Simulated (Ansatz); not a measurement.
**Trimethylaluminium (TMA) (C3H9Al): up Jacob's ladder to CCSD(T)**

One table from this session's results is given with a row withheld; the runs are named, their logs left out.

Program: Ansatz 0.2.0, Gaussian basis. Level of theory: functionals in def2-TZVPP, the program's frozen cores in correlated methods. These are calculated values, not measurements.

Levels to be run: LDA (SPW92), PBE-D4, revPBE-D4, BLYP-D4, r2SCAN-D4, B97M-V, PBE0-D4, B3LYP-D4, r2SCANh-D4, r2SCAN0-D4, HSE06-D4, BHLYP-D4, CAM-B3LYP-D4, LC-ωPBE, ωB97X-V, ωB97M-V, B2PLYP, PBE-QIDH; CCSD(T)/def2-SVP; CCSD(T)/def2-TZVPP; MP2/def2-QZVPP; extrapolation to the limit; RPA on PBE.

### The geometry

An earlier PBE0-D4 in a triple-zeta def2 set relaxation fixed the geometry.

SMILES `[CH3][Al]([CH3])[CH3]`, 13 atoms, charge 0, spin multiplicity 1.

Atoms are counted from 1 here; the program's logs count them from 0.

Bond lengths: C1–Al2 1.959 Å, C1–H5 1.094 Å, C1–H6 1.097 Å, C1–H7 1.094 Å, Al2–C3 1.959 Å, Al2–C4 1.959 Å, C3–H8 1.094 Å, C3–H9 1.094 Å, C3–H10 1.097 Å, C4–H11 1.094 Å, C4–H12 1.097 Å, C4–H13 1.094 Å. Angles: Al2–C1–H5 112.6°, Al2–C1–H6 109.9°, Al2–C1–H7 112.7°, H5–C1–H6 106.5°, H5–C1–H7 108.2°, H6–C1–H7 106.5°, C1–Al2–C3 119.9°, C1–Al2–C4 120.0°, C3–Al2–C4 120.0°, Al2–C3–H8 112.6°, Al2–C3–H9 112.8°, Al2–C3–H10 109.9°, H8–C3–H9 108.2°, H8–C3–H10 106.4°, H9–C3–H10 106.6°, Al2–C4–H11 112.7°, Al2–C4–H12 109.9°, Al2–C4–H13 112.7° and more.

Set-up of the first run:

Input file in.yaml:

```yaml
crystal:
  periodic: [false, false, false]
  atoms:
    - {symbol: C, position_ang: [-0.494490, 1.701559, -0.824675]}
    - {symbol: Al, position_ang: [0.041463, -0.007262, -0.031427]}
    - {symbol: C, position_ang: [1.223870, -0.029421, 1.529984]}
    - {symbol: C, position_ang: [-0.684627, -1.684944, -0.734716]}
    - {symbol: H, position_ang: [0.273404, 2.473490, -0.720219]}
    - {symbol: H, position_ang: [-1.390178, 2.083751, -0.319277]}
    - {symbol: H, position_ang: [-0.748790, 1.614263, -1.884805]}
    - {symbol: H, position_ang: [1.930268, 0.805750, 1.534370]}
    - {symbol: H, position_ang: [1.793685, -0.958912, 1.616277]}
    - {symbol: H, position_ang: [0.631301, 0.060371, 2.448976]}
    - {symbol: H, position_ang: [-0.920369, -1.628757, -1.801257]}
    - {symbol: H, position_ang: [-1.622237, -1.930915, -0.220739]}
    - {symbol: H, position_ang: [-0.012801, -2.533670, -0.577693]}
basis:
  gaussian: {orbitals: def2-TZVPP}
hamiltonian: {xc: lda}
output: {orbitals: {seedname: orbitals}}
```

Launch:

```
$ ansatz run in.yaml --threads 4 --pin off --events-out ev --progress --plain --max-ram 10444MiB
```

Among the steps run: LDA; PBE-D4 (GGA); revPBE-D4 (GGA); BLYP-D4 (GGA); r2SCAN-D4 (meta-GGA); B97M-V (meta-GGA); PBE0-D4 (hybrid); B3LYP-D4 (hybrid); r2SCANh-D4 (hybrid); r2SCAN0-D4 (hybrid); HSE06-D4 (hybrid); BHLYP-D4 (hybrid); CAM-B3LYP-D4 (range-separated); LC-ωPBE (range-separated); ωB97X-V (range-separated); ωB97M-V (range-separated); B2PLYP (double hybrid); PBE-QIDH (double hybrid).

One of the session's tables, all rows but one given; the rest of the session is left out.

It belongs to the step «Frontier levels by functional». 

| functional | HOMO (eV) | gap (eV) |
| --- | --- | --- |
| LDA (SPW92) | -6.38 | 4.99 |
| PBE-D4 | -6.26 | 5.10 |
| revPBE-D4 | -6.21 | 5.17 |
| BLYP-D4 | -6.14 | 5.06 |
| r2SCAN-D4 | -6.52 | 5.73 |
| B97M-V | -6.59 | 5.62 |
| PBE0-D4 | -7.53 | 7.16 |
| B3LYP-D4 | -7.32 | 6.70 |
| r2SCANh-D4 | -7.00 | 6.46 |
| r2SCAN0-D4 | -7.71 | 7.54 |
| HSE06-D4 | -7.13 | 6.39 |
| BHLYP-D4 | ? | ? |
| CAM-B3LYP-D4 | -8.92 | 9.44 |
| LC-ωPBE | -10.31 | 11.97 |
| ωB97X-V | -9.93 | 11.42 |
| ωB97M-V | -9.78 | 10.92 |

Estimate the missing values for BHLYP-D4.

Worked estimate for «HOMO (eV)». Against the share of exact exchange, BLYP-D4 (0, -6.14), B3LYP-D4 (0.2, -7.32) give a slope of -5.90 per unit share; at 0.5 the line stands at -9.09.

The run gave: HOMO (eV): -8.73; gap (eV): 9.09. In «HOMO (eV)» the line misses by -0.36.
